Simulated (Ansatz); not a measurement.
# Cs8Ag4BiSb3Br24: the cost of one run

Method: DFT PBEsol, scalar-relativistic, plane waves, PAW, and further levels as typed in the inputs, in Ansatz 0.2.0.

## (1) Starting point

Symmetry: Pm-3m, No. 221, cubic system. Conventional cell: a = 11.202 Å, b = 11.202 Å, c = 11.202 Å, α = 90.00°, β = 90.00°, γ = 90.00°. Cs (site symmetry 3m) has 12 Br at 3.96 Å as nearest neighbours. Ag (site symmetry 4/mmm) is surrounded by 6 Br at 2.80 Å. Around Ag (site symmetry m-3m) lie 6 Br at 2.80 Å. Sb (site symmetry 4/mmm) is surrounded by 6 Br at 2.80 Å. Around Bi (site symmetry m-3m) lie 6 Br at 2.80 Å. Br (site symmetry mm2) has 1 Ag at 2.80 Å and 1 Sb at 2.80 Å and 4 Cs at 3.96 Å as nearest neighbours. Around Br (site symmetry 4mm) lie 1 Ag at 2.80 Å and 1 Bi at 2.80 Å and 4 Cs at 3.96 Å. Br (site symmetry 4mm) has 1 Ag at 2.80 Å and 1 Sb at 2.80 Å and 4 Cs at 3.96 Å as nearest neighbours.

Coordinates:

```cif
data_structure
_symmetry_space_group_name_H-M 'Pm-3m'
_symmetry_Int_Tables_number 221
_cell_length_a 11.2017
_cell_length_b 11.2017
_cell_length_c 11.2017
_cell_angle_alpha 90.000
_cell_angle_beta 90.000
_cell_angle_gamma 90.000
_cell_volume 1405.59
loop_
_atom_site_label
_atom_site_type_symbol
_atom_site_symmetry_multiplicity
_atom_site_Wyckoff_symbol
_atom_site_fract_x
_atom_site_fract_y
_atom_site_fract_z
_atom_site_occupancy
Cs1 Cs 8 g 0.25000 0.25000 0.75000 1
Ag1 Ag 3 d 0.00000 0.00000 0.50000 1
Ag2 Ag 1 b 0.50000 0.50000 0.50000 1
Sb1 Sb 3 c 0.50000 0.50000 0.00000 1
Bi1 Bi 1 a 0.00000 0.00000 0.00000 1
Br1 Br 12 h 0.25000 0.00000 0.50000 1
Br2 Br 6 e 0.75000 0.00000 0.00000 1
Br3 Br 6 f 0.75000 0.50000 0.50000 1
```

## (2) Relaxing cell and atoms: Cs8Ag4BiSb3Br24, no spin

input.yaml reads:

```yaml
crystal:
  lattice:
    - [11.20175, 0.0, 0.0]
    - [0.0, 11.20175, 0.0]
    - [0.0, 0.0, 11.20175]
  atoms:
    - { symbol: Cs, position: [0.25, 0.25, 0.25] }
    - { symbol: Cs, position: [0.25, 0.75, 0.75] }
    - { symbol: Cs, position: [0.75, 0.25, 0.75] }
    - { symbol: Cs, position: [0.75, 0.75, 0.25] }
    - { symbol: Cs, position: [0.75, 0.75, 0.75] }
    - { symbol: Cs, position: [0.75, 0.25, 0.25] }
    - { symbol: Cs, position: [0.25, 0.75, 0.25] }
    - { symbol: Cs, position: [0.25, 0.25, 0.75] }
    - { symbol: Ag, position: [0.0, 0.0, 0.0] }
    - { symbol: Ag, position: [0.0, 0.5, 0.5] }
    - { symbol: Ag, position: [0.5, 0.0, 0.5] }
    - { symbol: Ag, position: [0.5, 0.5, 0.0] }
    - { symbol: Sb, position: [0.5, 0.5, 0.5] }
    - { symbol: Sb, position: [0.5, 0.0, 0.0] }
    - { symbol: Sb, position: [0.0, 0.5, 0.0] }
    - { symbol: Bi, position: [0.0, 0.0, 0.5] }
    - { symbol: Br, position: [0.25, 0.0, 0.0] }
    - { symbol: Br, position: [0.25, 0.5, 0.5] }
    - { symbol: Br, position: [0.75, 0.0, 0.5] }
    - { symbol: Br, position: [0.75, 0.5, 0.0] }
    - { symbol: Br, position: [0.75, 0.0, 0.0] }
    - { symbol: Br, position: [0.75, 0.5, 0.5] }
    - { symbol: Br, position: [0.25, 0.0, 0.5] }
    - { symbol: Br, position: [0.25, 0.5, 0.0] }
    - { symbol: Br, position: [0.0, 0.25, 0.0] }
    - { symbol: Br, position: [0.0, 0.75, 0.5] }
    - { symbol: Br, position: [0.5, 0.25, 0.5] }
    - { symbol: Br, position: [0.5, 0.75, 0.0] }
    - { symbol: Br, position: [0.0, 0.75, 0.0] }
    - { symbol: Br, position: [0.0, 0.25, 0.5] }
    - { symbol: Br, position: [0.5, 0.75, 0.5] }
    - { symbol: Br, position: [0.5, 0.25, 0.0] }
    - { symbol: Br, position: [0.0, 0.0, 0.25] }
    - { symbol: Br, position: [0.0, 0.5, 0.75] }
    - { symbol: Br, position: [0.5, 0.0, 0.75] }
    - { symbol: Br, position: [0.5, 0.5, 0.25] }
    - { symbol: Br, position: [0.0, 0.0, 0.75] }
    - { symbol: Br, position: [0.0, 0.5, 0.25] }
    - { symbol: Br, position: [0.5, 0.0, 0.25] }
    - { symbol: Br, position: [0.5, 0.5, 0.75] }
scf:
  occupations: { method: fixed }
output:
  forces: true
  stress: true
  eigenvalues: true
  write_density: true
  write_potential: true
  elf: true
  volumetric_format: npy
hamiltonian:
  xc: pbesol
relax:
  f_tol: 0.005
  max_steps: 60
  cell: { stress_tol: 0.03 }
kpoints:
  mp_grid: { grid: [2, 2, 2] }
```

On the command line:

```bash
$ ansatz run input.yaml --threads 8 --pin off --max-ram 40960MiB --backend cpu --events-out ev --progress --plain --runs-dir out
```

Q: Estimate wall time and peak memory on 8 threads of Intel Xeon Platinum 8488C (Sapphire Rapids), shared host.

About 81 s, with a peak of 6 GiB.
